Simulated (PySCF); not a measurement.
# C4H8BN: the cost of one run

Programs: PySCF 2.14.0, with density-fitted response routines of our own. Each step states its level of theory. These are calculated values for one molecule in the gas phase, unless marked as measured. Atoms are numbered from 0 throughout.

## 1. The molecule as given

14 atoms, charge 0, multiplicity 1; geometry from: GFN2-xTB. The atoms were then displaced at random by about 0.01 Å, so the start is not that level's minimum.

Bonds of the start (Å): C0–C1 1.18, C1–C2 1.44, C2–C3 1.57, C3–B4 1.55, B4–N5 1.37, C0–H6 1.05, C2–H7 1.10, C2–H8 1.08, C3–H9 1.09, C3–H10 1.12, B4–H11 1.19, N5–H12 1.01, N5–H13 0.99.

## 2. Geometry optimisation at PBE0-D3(BJ)/def2-SVP

The job: settings as JSON, then the geometry in Å.

```
{"job": {"xc": "PBE0", "basis": "def2-SVP", "d3": "d3bj", "grid": 1, "shake": 0.01, "kind": "geom"}, "charge": 0, "multiplicity": 1}
C     -3.303150    -0.453640    -0.023950
C     -2.258040     0.096100     0.044170
C     -0.954800     0.692540     0.123040
C      0.199490    -0.377410     0.152230
B      1.624240     0.225940     0.290260
N      2.638610    -0.210870    -0.520900
H     -4.259770    -0.879340    -0.090210
H     -0.861640     1.310420     1.032420
H     -0.789820     1.359080    -0.710300
H      0.062910    -0.999390    -0.730740
H     -0.040190    -1.043180     1.014310
H      1.876190     1.060340     1.104010
H      2.482470    -0.910260    -1.235200
H      3.576340     0.114600    -0.466850
```

Started as:

```sh
$ OMP_NUM_THREADS=1 python probes_run.py task.json out
```

This one command runs all jobs of the session in turn.

**Question.** How long does this first job take on 1 thread of Arm Neoverse V2, shared host, and how much memory does it need?

About 29 s, with a peak of 0.51 GiB.
